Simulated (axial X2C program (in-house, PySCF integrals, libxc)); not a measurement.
# TbOH⁺: Ω levels from open-shell CI on f9 s0

Aim: the spin–orbit levels of TbOH⁺ that arise from the configuration f9 s0 of Tb, and how they move with the bond.

Computed with an in-house X2C program for linear molecules on PySCF integrals. Level: two-component X2C, average-of-configuration Hartree–Fock and CI in the open shells.

All values are calculated.

## 1. Set-up

The input, task.json:

```json
{
 "zs": [
  65,
  8,
  1
 ],
 "q": 1,
 "bas": [
  "dyall-v3z",
  "dyall-v3z",
  "dyall-v3z"
 ],
 "r0": 2.16,
 "metal": 0,
 "shells": [
  [
   3,
   [
    0,
    1,
    2,
    3
   ],
   9
  ],
  [
   0,
   [
    0
   ],
   0
  ]
 ],
 "fix": 0,
 "emax": 2.2,
 "nroots": 4,
 "r2": 0.95
}
```

Keys: zs atomic numbers; q charge; bas basis sets; r0 starting distance in Å; metal index of the metal atom; shells open shells as [l, |m| values, electrons]; fix electron count of the first shell held; emax energy window in eV; nroots roots for each Ω; r2 second bond in Å, held.

Command:

```sh
$ python soci.py task.json out
```

Two-component X2C with atomic mean-field Coulomb and Gaunt terms, basis Tb dyall-v3z, O dyall-v3z, H dyall-v3z (cores contracted in-house). Orbitals come from Hartree–Fock averaged over the configuration Tb f9 s0; CI then distributes these electrons over the f, s shells of Tb.

## 2. CI at Tb–O–H held linear, bonds 2.036 and 0.950 Å (the second held)

Output:

```text
average of configuration f9 s0
basis functions 233  fitting functions 1227
iter      average energy  largest gradient
   1     -11775.269016325   7.63e+00
   2     -11775.742515885   9.35e-02
   3     -11775.743556489   6.02e-03
   4     -11775.743881636   2.40e-02
   5     -11775.743926281   1.01e-03
   6     -11775.743937885   3.53e-03
   7     -11775.743939242   7.03e-04
   8     -11775.743939286   5.66e-05
   9     -11775.743939293   6.52e-05
  10     -11775.743939295   1.89e-05
converged
CI levels
2*Omega        energy/Eh    cm-1   g(par)  dipole/D  leading shell counts
   15    -11776.01966256        0  19.929   -3.900  {'9 0': 1.0}
   13    -11776.01821337      318  17.077   -3.864  {'9 0': 1.0}
   11    -11776.01714145      553  14.375   -3.834  {'9 0': 1.0}
    9    -11776.01633344      731  11.722   -3.815  {'9 0': 1.0}
    7    -11776.01570546      868   9.085   -3.806  {'9 0': 1.0}
    5    -11776.01522451      974   6.465   -3.803  {'9 0': 1.0}
    3    -11776.01489175     1047   3.866   -3.804  {'9 0': 1.0}
    1    -11776.01472034     1085   1.286   -3.806  {'9 0': 1.0}
   13    -11776.00706672     2764  16.821   -3.864  {'9 0': 1.0}
   11    -11776.00617758     2960  13.883   -3.845  {'9 0': 1.0}
    9    -11776.00520726     3173  11.151   -3.828  {'9 0': 1.0}
    7    -11776.00441135     3347   8.609   -3.814  {'9 0': 1.0}
    5    -11776.00385999     3468   6.135   -3.804  {'9 0': 1.0}
    3    -11776.00351651     3544   3.670   -3.799  {'9 0': 1.0}
    1    -11776.00334732     3581   1.220   -3.796  {'9 0': 1.0}
   11    -11775.99792741     4770  13.650   -3.838  {'9 0': 1.0}
    9    -11775.99727602     4913  10.671   -3.837  {'9 0': 1.0}
    7    -11775.99642954     5099   7.929   -3.828  {'9 0': 1.0}
    5    -11775.99567843     5264   5.574   -3.812  {'9 0': 1.0}
    3    -11775.99520062     5369   3.334   -3.798  {'9 0': 1.0}
    1    -11775.99498625     5416   1.106   -3.791  {'9 0': 1.0}
    9    -11775.99088774     6315  10.395   -3.822  {'9 0': 1.0}
    7    -11775.99039128     6424   7.327   -3.833  {'9 0': 1.0}
    5    -11775.98955539     6608   4.666   -3.824  {'9 0': 1.0}
    3    -11775.98881454     6770   2.883   -3.800  {'9 0': 1.0}
    1    -11775.98854792     6829   0.952   -3.788  {'9 0': 1.0}
   11    -11775.97714149     9332  15.951   -3.799  {'9 0': 1.0}
```

Dipoles in the output refer to the first atom as origin, so for this ion they depend on that choice.

Wall time 2 s (1 thread of Arm Neoverse V2, shared host); peak memory 0.4 GiB.

Active spinors (ω > 0; filled shells left out):

```csv
shell,ω,ε (eV),character
f,5/2,-7.69,100% Tb f
f,3/2,-7.62,100% Tb f
f,1/2,-7.55,99% Tb f
f,7/2,-6.97,100% Tb f
f,5/2,-6.91,100% Tb f
f,3/2,-6.85,99% Tb f
f,1/2,-6.80,99% Tb f
s,1/2,-4.59,"81% Tb s, 14% Tb p, 3% Tb d"
```

The levels:

```csv
Ω,energy (cm⁻¹),g∥,configuration
15/2,0,19.93,100% f9
13/2,318,17.08,100% f9
11/2,553,14.37,100% f9
9/2,731,11.72,100% f9
7/2,868,9.09,100% f9
5/2,974,6.46,100% f9
3/2,1047,3.87,100% f9
1/2,1085,1.29,100% f9
13/2,2764,16.82,100% f9
11/2,2960,13.88,100% f9
9/2,3173,11.15,100% f9
7/2,3347,8.61,100% f9
5/2,3468,6.14,100% f9
3/2,3544,3.67,100% f9
1/2,3581,1.22,100% f9
11/2,4770,13.65,100% f9
9/2,4913,10.67,100% f9
7/2,5099,7.93,100% f9
5/2,5264,5.57,100% f9
3/2,5369,3.33,100% f9
```

g∥ is the magnitude of 2⟨Lz + ge Sz⟩ for the +Ω component.

## 3. The same at Tb–O–H held linear, bonds 1.893 and 0.950 Å (the second held)

```csv
Ω,energy (cm⁻¹),g∥,configuration
15/2,0,19.93,100% f9
13/2,336,17.06,100% f9
11/2,545,14.41,100% f9
9/2,686,11.78,100% f9
7/2,799,9.12,100% f9
5/2,896,6.47,100% f9
3/2,971,3.86,100% f9
1/2,1012,1.28,100% f9
13/2,2776,16.83,100% f9
11/2,2925,13.87,100% f9
```

## 4. Curves along the Tb–O bond, the other held

The same input was run at the other distances (logs left out). Energies in cm⁻¹ from the lowest point; levels are followed by energy order within each Ω.

```csv
R (Å),(1)Ω=15/2,(1)Ω=13/2,(1)Ω=11/2,(1)Ω=9/2,(1)Ω=7/2,(1)Ω=5/2,(1)Ω=3/2
1.893,2333,2670,2879,3019,3132,3229,3304
1.965,545,873,1100,1265,1394,1497,1571
2.036,0,318,553,731,868,974,1047
2.117,475,780,1017,1200,1342,1447,1519
2.199,1814,2104,2336,2519,2660,2764,2832
2.291,4011,4284,4507,4685,4822,4922,4988
2.402,7269,7521,7730,7898,8027,8122,8183
```

Constants where the minimum is well bracketed:

```csv
level of the curve,Te (cm⁻¹),Re (Å),ωe (cm⁻¹)
(1)Ω=15/2,0,2.040,623.1
(1)Ω=13/2,317,2.040,621.5
(1)Ω=11/2,553,2.040,619.6
(1)Ω=9/2,731,2.040,618.0
(1)Ω=7/2,869,2.039,616.8
(1)Ω=5/2,974,2.039,616.2
(1)Ω=3/2,1047,2.039,615.8
```

## 5. What came out

| quantity | value |
| --- | --- |
| lowest level of the model | Ω = 15/2, g∥ = 19.93, 100% f9 |
| next level | Ω = 13/2, 318 cm⁻¹ higher |
| lowest curve, Re and ωe | 2.040 Å, 623.1 cm⁻¹ |

In words: In the lowest level ⟨Sz⟩ = 2.46 and ⟨Lz⟩ = 5.04; its leading determinant has weight 0.28 among 208. The 8 lowest levels are the Ω components of the Hund's-rule level 6H15/2 of f9 (free-ion gJ = 1.333), split by the axial field over 1085 cm⁻¹. From 2.036 to 1.893 Å the gap from the lowest to the fifth level goes from 868 to 799 cm⁻¹. Without dynamic correlation distances can be off by several hundredths of an Å, and the wavenumbers are rough. There is no dynamic correlation: spin–orbit spacings and, for f shells, spacings inside one term are the most reliable numbers, splittings between terms come out too wide, and energies between configurations are not reliable, so the lowest level need not be the ground state of the molecule. At most 4 roots were kept for each Ω > 0 (twice that for Ω = 0) within 2.2 eV of the lowest, so higher up levels can be missing between those listed; levels with Ω > 0 are doubly degenerate and listed once, Ω = 0 levels singly. States that fill the shells left empty in the average are placed too high. The molecule was held linear; bending was not examined.
